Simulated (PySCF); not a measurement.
# MoS2Cl2: geometry, NMR shifts and electronic excitations

Aim: predict the NMR shifts and electronic excitations of MoS2Cl2 (`[S]=[Mo](=[S])([Cl])[Cl]`).

The runs use PySCF 2.14.0, with density-fitted response routines of our own; the level of theory stands in each step. All values are computed, except where a source is named. Atoms are numbered from 0 throughout.

### Step 1. The molecule as given

5 atoms, charge 0, multiplicity 1; geometry from: GFN2-xTB.

Bonds of the start (Å): Mo0–S1 2.15, Mo0–S2 2.15, Mo0–Cl3 2.16, Mo0–Cl4 2.16.

### Step 2. Geometry optimisation at PBE0-D3(BJ)/def2-SVP

What the job is given:

```
{"job": {"xc": "PBE0", "basis": "def2-SVP", "d3": "d3bj", "grid": 1, "maxiter": 40, "kind": "geom"}, "charge": 0, "multiplicity": 1}
Mo    -0.024540     0.001280    -0.018400
S      0.027130    -0.017280     2.132390
S      2.015490     0.012120    -0.701940
Cl    -1.016590     1.791910    -0.692520
Cl    -1.001490    -1.788040    -0.719530
```

**Question.** This job is followed by: GIAO PBE0/pcSseg-1 Mo:def2-TZVP NMR shielding, non-relativistic, gas phase; TDDFT wB97X-D/def2-SVPD, vertical, gas phase, core orbitals frozen in the response; GIAO wB97X-D/pcSseg-1 Mo:def2-TZVP NMR shielding, non-relativistic, gas phase. Predict these results of the whole session: point group; rotational constants (main isotopes); ³³S shifts against CS2 (PBE0/def2-TZVP+pcSseg-1, means over atoms taken as alike); ³⁵Cl shifts against HCl (PBE0/def2-TZVP+pcSseg-1, means over atoms taken as alike); lowest singlet (wB97X-D/def2-SVPD); brightest single state of those computed; lowest triplet; range of the shift of S1.

The runs gave:

```
                                                                          quantity                        value
                                                                       point group                           Cs
                                              rotational constants (main isotopes)         1.32, 1.18, 1.12 GHz
 ³³S shifts against CS2 (PBE0/def2-TZVP+pcSseg-1, means over atoms taken as alike)                     1605 ppm
³⁵Cl shifts against HCl (PBE0/def2-TZVP+pcSseg-1, means over atoms taken as alike)                      502 ppm
                                                lowest singlet (wB97X-D/def2-SVPD)  2.37 eV (523 nm), f = 0.001
                                          brightest single state of those computed  state 9, 4.19 eV, f = 0.013
                                                                    lowest triplet                      2.01 eV
                                                          range of the shift of S1             1605 to 1747 ppm
```

What this shows: Relaxing lowered the energy by 0.249 eV in 9 steps; the close pair that moved most is Mo0–Cl3, from 2.155 to 2.246 Å. At PBE0/def2-TZVP+pcSseg-1: The largest span, 1755 ppm, is at S1, S2, where the paramagnetic term is -2166 ppm. The lowest singlet, at 2.37 eV, is HOMO→LUMO+1 0.97 and is weak; of the 10 states computed, the strongest absorption comes from state 9 at 4.19 eV. The lowest triplet lies 0.36 eV below the lowest singlet (triplets in Tamm-Dancoff, singlets in full TDDFT). In ppm, S1 (with its like atoms) moves most: its shift spreads over 142 ppm, from 1605 (PBE0/def2-TZVP+pcSseg-1) to 1747 (wB97X-D/def2-TZVP+pcSseg-1). Spin-orbit coupling is left out, which matters for shieldings and couplings at and beside the heavy atoms.
